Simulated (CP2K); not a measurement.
Crystal: In3As.

```
In As
1.0
     4.67168    0.00000    0.00000
     0.00000    4.67168    0.00000
     0.00000    0.00000    4.67168
In As
3 1
Direct
  0.50000 0.50000 0.00000
  0.50000 0.00000 0.50000
  0.00000 0.50000 0.50000
  0.00000 0.00000 0.00000
```

The cell comes from a database or a generator and needn't be the stable form of this composition.

```yaml
Program: CP2K 2026.2
Task: single point
Functional: PBE
Potentials_or_basis: POTENTIAL_UZH In GTH-PBE-q13, As GTH-PBE-q5; TZVP-MOLOPT-PBE-GTH basis
Density_cutoff: 6123 eV
k_mesh: 6 × 6 × 6
Occupations: fermi-dirac, width 0.05 eV
Spin: no spin polarisation
```

On this cell: pressure 0.8 GPa; largest force zero by symmetry; band gap on the k mesh none (metal or under the smearing width).

The same run follows on a disturbed copy (atoms moved at random, drawn with an rms of 0.05 Å):

```xyz
4
Lattice="4.6717 0.0000 0.0000 0.0000 4.6717 0.0000 0.0000 0.0000 4.6717" Properties=species:S:1:pos:R:3 pbc="T T T"
In    2.3492    2.3265   -0.0416
In    2.3066   -0.0548    2.3151
In   -0.0457    2.3241    2.3837
As   -0.0050    0.0390   -0.0137
```

Problem. What does the disturbed cell give?

Solution. The energy (extrapolated to zero smearing) moves by +1.8 meV/atom; pressure 0.9 GPa; largest force 0.201 eV/Å; band gap on the k mesh none (metal or under the smearing width).

Forces on the atoms (eV/Å):
```
In  -0.086 -0.070  0.168
In  -0.048  0.069 -0.071
In   0.094 -0.066 -0.111
As   0.035  0.070  0.024
```

Stress tensor (GPa, compression positive):
```
 0.88 -0.03 -0.06
-0.03  0.83 -0.04
-0.06 -0.04  0.87
```

Caveats: the basis of atomic orbitals isn't converged, which shifts pressures, moduli and gaps.
